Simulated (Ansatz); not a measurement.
# SnNH5 (SMILES [NH2][SnH3]): one structure at several levels

Aim: energy, forces and dipole at a structure displaced at random from a GFN2-xTB minimum, from CCSD(T) and from density functionals.

Program: Ansatz 0.2.0, Gaussian basis. Level of theory: single points in def2-TZVPP. These are calculated values, not measurements.

Correlated methods freeze the cores. Filled d shells of the heavier atoms are correlated. Core potentials replace the inner electrons past krypton, and spin-orbit coupling is left out.

## 1. The starting structure

SMILES `[NH2][SnH3]`, 7 atoms, charge 0, spin multiplicity 1.

Atoms are counted from 1 here; the program's logs count them from 0.

Bond lengths: N1–Sn2 2.110 Å, N1–H3 0.957 Å, N1–H4 0.912 Å, Sn2–H5 1.835 Å, Sn2–H6 1.818 Å, Sn2–H7 1.443 Å. Angles: Sn2–N1–H3 118.7°, Sn2–N1–H4 106.3°, H3–N1–H4 110.7°, N1–Sn2–H5 96.2°, N1–Sn2–H6 106.4°, N1–Sn2–H7 107.7°, H5–Sn2–H6 112.1°, H5–Sn2–H7 111.6°, H6–Sn2–H7 119.8°.

Geometry (Å):

```xyz
7
H5NSn
N    -0.4106   -1.1873    0.0366
Sn    0.3258    0.7782   -0.1838
H    -0.0548   -1.8768   -0.5232
H    -0.3085   -1.4021    0.9168
H    -0.0995    0.9517   -1.9600
H    -0.7066    1.8363    0.8745
H     1.7534    0.7360    0.0193
```

## 2. CCSD(T)/def2-TZVPP

Contents of run/in.yaml:

```yaml
crystal:
  periodic: [false, false, false]
  atoms:
    - {symbol: N, position_ang: [-0.410600, -1.187300, 0.036600]}
    - {symbol: Sn, position_ang: [0.325800, 0.778200, -0.183800]}
    - {symbol: H, position_ang: [-0.054800, -1.876800, -0.523200]}
    - {symbol: H, position_ang: [-0.308500, -1.402100, 0.916800]}
    - {symbol: H, position_ang: [-0.099500, 0.951700, -1.960000]}
    - {symbol: H, position_ang: [-0.706600, 1.836300, 0.874500]}
    - {symbol: H, position_ang: [1.753400, 0.736000, 0.019300]}
basis:
  gaussian: {orbitals: def2-TZVPP}
correlation: {method: ccsd_t}
output: {forces: true}
```

No record of the launch command was kept for these runs.

## 3. PBE0-D4/def2-TZVPP

Changes to run/in.yaml since step 2:

```diff
@@ -12,3 +12,3 @@
   gaussian: {orbitals: def2-TZVPP}
-correlation: {method: ccsd_t}
-output: {forces: true}
+hamiltonian: {xc: pbe0, dispersion: d4}
+output: {forces: true, orbitals: {seedname: orbitals}}
```

## 4. wB97M-V/def2-TZVPP

Changes to run/in.yaml since step 3:

```diff
@@ -12,3 +12,3 @@
   gaussian: {orbitals: def2-TZVPP}
-hamiltonian: {xc: pbe0, dispersion: d4}
-output: {forces: true, orbitals: {seedname: orbitals}}
+hamiltonian: {xc: {name: wB97M-V}}
+output: {forces: true}
```

## 5. r2SCAN-D4/def2-TZVPP

Changes to run/in.yaml since step 4:

```diff
@@ -12,3 +12,3 @@
   gaussian: {orbitals: def2-TZVPP}
-hamiltonian: {xc: {name: wB97M-V}}
+hamiltonian: {xc: r2scan, dispersion: d4}
 output: {forces: true}
```

## 6. PBE-D4/def2-TZVPP

Changes to run/in.yaml since step 5:

```diff
@@ -12,3 +12,3 @@
   gaussian: {orbitals: def2-TZVPP}
-hamiltonian: {xc: r2scan, dispersion: d4}
+hamiltonian: {xc: pbe, dispersion: d4}
 output: {forces: true}
```

## 7. SPW92/def2-TZVPP

Changes to run/in.yaml since step 6:

```diff
@@ -12,3 +12,3 @@
   gaussian: {orbitals: def2-TZVPP}
-hamiltonian: {xc: pbe, dispersion: d4}
+hamiltonian: {xc: lda}
 output: {forces: true}
```

## 8. revPBE-D4/def2-TZVPP

Changes to run/in.yaml since step 7:

```diff
@@ -12,3 +12,3 @@
   gaussian: {orbitals: def2-TZVPP}
-hamiltonian: {xc: lda}
+hamiltonian: {xc: {name: revPBE}, dispersion: d4}
 output: {forces: true}
```

(Steps that only read results are left out.)

What does the calculation give? Wanted: energy less free atoms, CCSD(T)/def2-TZVPP; RMS force component; RMS force error; HOMO and LUMO, PBE0-D4; T1 diagnostic.

As calculated:

```
                                  quantity                                                                                           value
energy less free atoms, CCSD(T)/def2-TZVPP                                                                                  -1671.9 kJ/mol
                       RMS force component                                                            3.014 to 3.102 eV/Å over the methods
                           RMS force error  PBE0-D4 0.064, wB97M-V 0.053, r2SCAN-D4 0.073, PBE-D4 0.185, SPW92 0.183, revPBE-D4 0.209 eV/Å
                    HOMO and LUMO, PBE0-D4                                                                              -6.88 and -0.41 eV
                             T1 diagnostic                                                                                           0.013
```

**Reading.** Against CCSD(T) the functionals' energies less atoms differ by -289.1 to +6.2 kJ/mol, PBE-D4 by -35.6 kJ/mol. The reference is not at the basis limit: in triple zeta CCSD(T) underbinds, which counts against methods that bind more; the gaps are no ranking. The forces of wB97M-V come nearest to CCSD(T), those of revPBE-D4 are farthest.
